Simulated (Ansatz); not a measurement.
BaPtO3 (distorted cell), a check of forces and pressure against finite differences

Computed with Ansatz 0.2.0 through its Python package.

The script, `bapto3_fdcheck.py`:
```python
"""Forces and pressure of BaPtO3 against finite differences of the energy with displaced atoms."""

import ansatz as az
import numpy as np

VECTORS = np.array([
    [4.11353, 0.00119, -0.00692],
    [0.00119, 4.16918, 0.00288],
    [-0.00692, 0.00288, 4.12289],
])
SITES = [
    ("Ba", [0.00667, 0.99491, 0.01561]),
    ("Pt", [0.49629, 0.4963, 0.48779]),
    ("O", [0.49698, 0.50368, 0.98714]),
    ("O", [0.51465, 0.00397, 0.50929]),
    ("O", [0.99047, 0.50492, 0.50458]),
]


def crystal_on(cell):
    crystal = az.Crystal(lattice=az.Lattice.of(cell))
    for symbol, position in SITES:
        crystal = crystal.atom(symbol, position)
    return crystal

def solve(crystal):
    return (
        crystal.calculation()
        .functional("PBEsol")
        .occupations("fermi_dirac", width=0.15)  # fractional filling near the Fermi level
        .basis(540, xc_grid=2)
        .kpoints(4, 4, 4)  # the mesh must be finer for metals
        .scf(tolerance=1e-09)
        .forces()  # minus the gradient of the free energy
        .stress()
        .run(threads=1)
    ).report


centre = solve(crystal_on(VECTORS))
start = crystal_on(VECTORS)
# move one atom both ways along a Cartesian axis
print(f"force on atom 2 along x: analytic {centre['forces_ev_ang'][2][0]:.4f} eV/A")
for h in (0.005, 0.02):
    shift = np.eye(3)[0] * h @ np.linalg.inv(VECTORS)
    plus, minus = (solve(start.move(2, to=np.array(SITES[2][1]) + sign * shift))["lagrangian_ev"] for sign in (1, -1))
    print(f"  step {h} A: numerical {-(plus - minus) / (2 * h):.4f} eV/A")
# P = -dF/dV; the difference feels the change of the plane-wave count with the cell
volume = abs(np.linalg.det(VECTORS))
larger, smaller = (solve(crystal_on(VECTORS * (1 + sign * 0.005) ** (1 / 3)))["lagrangian_ev"] for sign in (1, -1))
numerical = -(larger - smaller) / (0.01 * volume) * 160.21766
print(f"pressure: analytic {np.trace(centre['stress_gpa']) / 3:.3f}, numerical {numerical:.3f} GPa")
```

`python bapto3_fdcheck.py` gives:
```text
DeckWarning: output.stress: scf.convergence.dr2_threshold = 1e-9 eV is looser than the 5e-10 eV advised for a printed stress (1e-10 eV for each atom of the cell: 5). What an SCF threshold leaves in a stress goes as its square root, and in the free energy as [...]
force on atom 2 along x: analytic -0.0520 eV/A
  step 0.005 A: numerical -0.0520 eV/A
  step 0.02 A: numerical -0.0519 eV/A
pressure: analytic -6.780, numerical -6.776 GPa
```
(Warnings from the package without file and line, shortened.)

Caveats:
- These settings explore the input space; cutoff and mesh may be short of convergence.
- Spin is left out of this run.
- For a metal this k-point mesh is coarse: on a finer one energies can move by several to tens of meV an atom and pressures by half a GPa or more, differences at one mesh by less.
- The smearing is wide enough that free energy and stress hold a thermal part of the electrons.
- Pressure is positive in compression.
- Spin-orbit coupling, which matters for elements this heavy, is left out.
- The cell is a database structure, distorted on purpose.
- The central difference errs as the square of the step, so the shorter step is the fairer test; what remains comes from the finite grid and the SCF threshold.
- The whole script took 55 s on 1 thread of Arm Neoverse V2, with other jobs on the host, peak memory 0.45 GiB.
